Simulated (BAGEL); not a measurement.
# doublet [BCNF2]−: levels of theory compared

Wanted: a comparison of 5 runs (UHF/STO-3G, ROHF/6-31G*, UHF/6-31G*, ROHF/6-311+G**, UHF/6-311+G**) of doublet [BCNF2]−. 

The calculation is run with BAGEL 1.2.2.

## Step 1: Starting point

[BCNF2]− has 5 atoms, charge -1, and is taken as a doublet. SMILES of the parent species: `N#CB(F)F`. The shape is that of a PBE0-D4/def2-TZVP optimisation. That shape belongs to the parent species and isn't relaxed for this state.

Bond lengths: N1–C2 1.150 Å, C2–B3 1.543 Å, B3–F4 1.306 Å, B3–F5 1.306 Å. Angles: N1–C2–B3 180.0°, C2–B3–F4 119.9°, C2–B3–F5 119.9°, F4–B3–F5 120.2°.

## Step 2: The energy at UHF/STO-3G (density fitting with qzvpp-jkfit) (run 1)

Input file hf.json:

```json
{ "bagel": [

{
  "title": "molecule",
  "basis": "sto-3g",
  "df_basis": "qzvpp-jkfit",
  "angstrom": "true",
  "geometry": [
    { "atom": "N", "xyz": [   -0.715100,    1.789700,    0.801000 ] },
    { "atom": "C", "xyz": [   -0.319400,    0.804800,    0.359300 ] },
    { "atom": "B", "xyz": [    0.212000,   -0.517400,   -0.233800 ] },
    { "atom": "F", "xyz": [    1.451200,   -0.872800,   -0.026200 ] },
    { "atom": "F", "xyz": [   -0.578700,   -1.277900,   -0.941900 ] }
  ]
},
{ "title": "uhf", "charge": -1, "nopen": 1 },
{ "title": "print", "file": "orbitals.molden", "orbitals": "true" }

]}
```

Command:

```bash
BAGEL_NUM_THREADS=1 BAGEL hf.json > hf.out
```

Standard output:

```text
* using 1 threads per process

  ===============================================================
  ===============================================================

  *** Geometry ***

  { "atom" : "N", "xyz" : [     -1.351343,      3.382043,      1.513671 ] },
  { "atom" : "C", "xyz" : [     -0.603579,      1.520852,      0.678979 ] },
  { "atom" : "B", "xyz" : [      0.400622,     -0.977744,     -0.441818 ] },
  { "atom" : "F", "xyz" : [      2.742371,     -1.649353,     -0.049511 ] },
  { "atom" : "F", "xyz" : [     -1.093585,     -2.414881,     -1.779933 ] },

  Number of auxiliary basis functions:      381

  Since a DF basis is specified, we compute 2- and 3-index integrals:
    o Being stored without compression. Storage requirement is 0.002 GB

  Number of basis functions:       25
  Number of electrons      :       36

    * METHOD: MOLECULE                             0.10

  *** Open-shell HF ***

  === Nuclear Repulsion ===
   133.9340548209

      * DIIS with orbital gradients will be used.

  === UHF iteration (sto-3g) ===
      0       -311.35133404          0.05415196           0.02
      1       -311.44089008          0.03904993           0.02
      2       -311.47061893          0.02943053           0.02
      3       -311.50305789          0.00205249           0.02
      4       -311.50541178          0.00134107           0.02
      5       -311.50671897          0.00084146           0.02
      6       -311.50748645          0.00045057           0.02
      7       -311.50784030          0.00023743           0.02
      8       -311.50814954          0.00010547           0.02
      9       -311.50829243          0.00007174           0.02
     10       -311.50848561          0.00002025           0.02
     11       -311.50851014          0.00001114           0.02
     12       -311.50852284          0.00000548           0.02
     13       -311.50853304          0.00000384           0.02
     14       -311.50853844          0.00000320           0.02
     15       -311.50854354          0.00000147           0.02
     16       -311.50854355          0.00000068           0.02
     17       -311.50854353          0.00000045           0.03
     18       -311.50854354          0.00000017           0.03
     19       -311.50854355          0.00000004           0.02
     20       -311.50854355          0.00000002           0.02
     21       -311.50854355          0.00000001           0.03
     22       -311.50854355          0.00000001           0.03
     23       -311.50854355          0.00000001           0.03
    * SCF iteration converged.

    * S^2 (UHF) is 0.8670

    * Permanent dipole moment:
           (   -0.389080,     0.968321,     0.434294) a.u.

    * METHOD: UHF                                  0.62

    * METHOD: PRINT                                0.00

  ===============================================================
```

It took 0.85 s on 1 thread of Arm Neoverse V1, shared host.

## Step 3: A single-point energy at ROHF/6-31G(d) (density fitting with qzvpp-jkfit, spherical functions) (run 2)

Input file input.json:

```json
{ "bagel": [

{
  "title": "molecule",
  "basis": "6-31gs.json",
  "df_basis": "qzvpp-jkfit",
  "angstrom": true,
  "geometry": [
    { "atom": "N", "xyz": [      -0.715100,       1.789700,       0.801000 ] },
    { "atom": "C", "xyz": [      -0.319400,       0.804800,       0.359300 ] },
    { "atom": "B", "xyz": [       0.212000,      -0.517400,      -0.233800 ] },
    { "atom": "F", "xyz": [       1.451200,      -0.872800,      -0.026200 ] },
    { "atom": "F", "xyz": [      -0.578700,      -1.277900,      -0.941900 ] }
  ]
},

{
  "title": "rohf",
  "charge": -1,
  "nopen": 1
},

{
  "title": "print",
  "file": "orbitals.molden",
  "orbitals": true
}

]}
```

The basis set 6-31G* is read from a file made from the Basis Set Exchange's data (not shown).

Command:

```bash
BAGEL_NUM_THREADS=1 BAGEL input.json > input.out
```

Standard output:

```text
* using 1 threads per process

  ===============================================================
  ===============================================================

  *** Geometry ***

  { "atom" : "N", "xyz" : [     -1.351343,      3.382043,      1.513671 ] },
  { "atom" : "C", "xyz" : [     -0.603579,      1.520852,      0.678979 ] },
  { "atom" : "B", "xyz" : [      0.400622,     -0.977744,     -0.441818 ] },
  { "atom" : "F", "xyz" : [      2.742371,     -1.649353,     -0.049511 ] },
  { "atom" : "F", "xyz" : [     -1.093585,     -2.414881,     -1.779933 ] },

  Number of auxiliary basis functions:      381

  Since a DF basis is specified, we compute 2- and 3-index integrals:
    o Being stored without compression. Storage requirement is 0.015 GB

  Number of basis functions:       70
  Number of electrons      :       36

    * METHOD: MOLECULE                             0.14

  *** Open-shell HF ***

  === Nuclear Repulsion ===
   133.9340548209

      * DIIS with orbital gradients will be used.

  === ROHF iteration (6-31gs.json) ===
      0       -315.65867349          0.05407934           0.08
      1       -315.81844792          0.04237130           0.08
      2       -315.87184290          0.03152742           0.07
      3       -315.95008895          0.00301557           0.07
      4       -315.95111209          0.00103873           0.07
      5       -315.95144470          0.00051106           0.07
      6       -315.95157593          0.00030869           0.07
      7       -315.95166578          0.00017796           0.07
      8       -315.95169657          0.00003602           0.07
      9       -315.95171350          0.00001274           0.07
     10       -315.95171466          0.00000484           0.08
     11       -315.95171533          0.00000275           0.07
     12       -315.95171545          0.00000115           0.07
     13       -315.95171544          0.00000059           0.07
     14       -315.95171543          0.00000027           0.07
     15       -315.95171542          0.00000012           0.07
     16       -315.95171542          0.00000007           0.07
     17       -315.95171541          0.00000004           0.07
     18       -315.95171542          0.00000001           0.07
     19       -315.95171542          0.00000001           0.07
    * SCF iteration converged.

    * S^2 (ROHF) is 0.7500

    * Permanent dipole moment:
           (   -0.562031,     1.398769,     0.627345) a.u.

    * METHOD: ROHF                                 1.58

    * METHOD: PRINT                                0.01

  ===============================================================
```

It took 1.9 s on 1 thread of Arm Neoverse V1, shared host.

Runs 3 to 4 aren't shown in full; the table further down has their settings and results.

## Step 4: A single-point energy at UHF/6-311+G(d,p) (density fitting with qzvpp-jkfit) (run 5)

input.json: that of step 3 with these lines changed.

```diff
@@ -4,3 +4,3 @@
   "title": "molecule",
-  "basis": "6-31gs.json",
+  "basis": "6-311+gss.json",
   "df_basis": "qzvpp-jkfit",
@@ -17,3 +17,3 @@
 {
-  "title": "rohf",
+  "title": "uhf",
   "charge": -1,
```

The basis set 6-311+G** is read from a file made from the Basis Set Exchange's data (not shown).

Command:

```bash
BAGEL_NUM_THREADS=1 BAGEL input.json > input.out
```

Standard output:

```text
* using 1 threads per process

  ===============================================================
  ===============================================================

  *** Geometry ***

  { "atom" : "N", "xyz" : [     -1.351343,      3.382043,      1.513671 ] },
  { "atom" : "C", "xyz" : [     -0.603579,      1.520852,      0.678979 ] },
  { "atom" : "B", "xyz" : [      0.400622,     -0.977744,     -0.441818 ] },
  { "atom" : "F", "xyz" : [      2.742371,     -1.649353,     -0.049511 ] },
  { "atom" : "F", "xyz" : [     -1.093585,     -2.414881,     -1.779933 ] },

  Number of auxiliary basis functions:      381

  Since a DF basis is specified, we compute 2- and 3-index integrals:
    o Being stored without compression. Storage requirement is 0.037 GB

  Number of basis functions:      110
  Number of electrons      :       36

    * METHOD: MOLECULE                             0.18

  *** Open-shell HF ***

  === Nuclear Repulsion ===
   133.9340548209

      * DIIS with orbital gradients will be used.

  === UHF iteration (6-311+gss.json) ===
      0       -315.52446024          0.07333006           0.13
      1       -315.77983400          0.05831739           0.14
      2       -315.88469226          0.04619591           0.13
      3       -316.06258473          0.00410144           0.13
      4       -316.06580659          0.00143006           0.13
      5       -316.06731519          0.00067962           0.13
      6       -316.06797903          0.00038972           0.13
      7       -316.06839050          0.00026668           0.13
      8       -316.06863945          0.00015979           0.13
      9       -316.06878491          0.00009128           0.13
     10       -316.06886497          0.00005774           0.13
     11       -316.06891246          0.00002782           0.13
     12       -316.06892927          0.00001916           0.13
     13       -316.06895096          0.00001277           0.13
     14       -316.06896652          0.00000607           0.13
     15       -316.06897167          0.00000302           0.13
     16       -316.06897308          0.00000185           0.13
     17       -316.06897410          0.00000129           0.13
     18       -316.06897491          0.00000047           0.13
     19       -316.06897496          0.00000030           0.13
     20       -316.06897500          0.00000020           0.13
     21       -316.06897500          0.00000011           0.13
     22       -316.06897500          0.00000007           0.13
     23       -316.06897500          0.00000005           0.13
     24       -316.06897500          0.00000003           0.13
     25       -316.06897500          0.00000001           0.13
     26       -316.06897500          0.00000001           0.13
    * SCF iteration converged.

    * S^2 (UHF) is 0.8086

    * Permanent dipole moment:
           (   -0.532058,     1.324132,     0.593888) a.u.

    * METHOD: UHF                                  3.75

    * METHOD: PRINT                                0.03

  ===============================================================
```

Wall time 4.2 s (1 thread of Arm Neoverse V1, shared host); peak memory 0.12 GiB.

## Step 5: Overview of the runs

```tsv
run	level	energy (Eh)	⟨S²⟩	wall time
1	UHF/STO-3G (density fitting with qzvpp-jkfit)	-311.508544	0.867	0.85 s
2	ROHF/6-31G* (density fitting with qzvpp-jkfit, spherical functions)	-315.951715	0.750	1.9 s
3	UHF/6-31G* (density fitting with qzvpp-jkfit, spherical functions)	-315.958543	0.806	2.1 s
4	ROHF/6-311+G** (density fitting with qzvpp-jkfit)	-316.062351	0.750	3.6 s
5	UHF/6-311+G** (density fitting with qzvpp-jkfit)	-316.068975	0.809	4.2 s
```

## Step 6: Outcome

| quantity | value |
| --- | --- |
| run 5: total energy | -316.06898 Eh |
| run 5: ⟨S²⟩ | 0.809 |

In run 1 the basis is minimal, so the values are rough. Spin contamination of the reference: run 1 ⟨S²⟩ = 0.87. All runs together took 13 s, the longest 4.2 s.
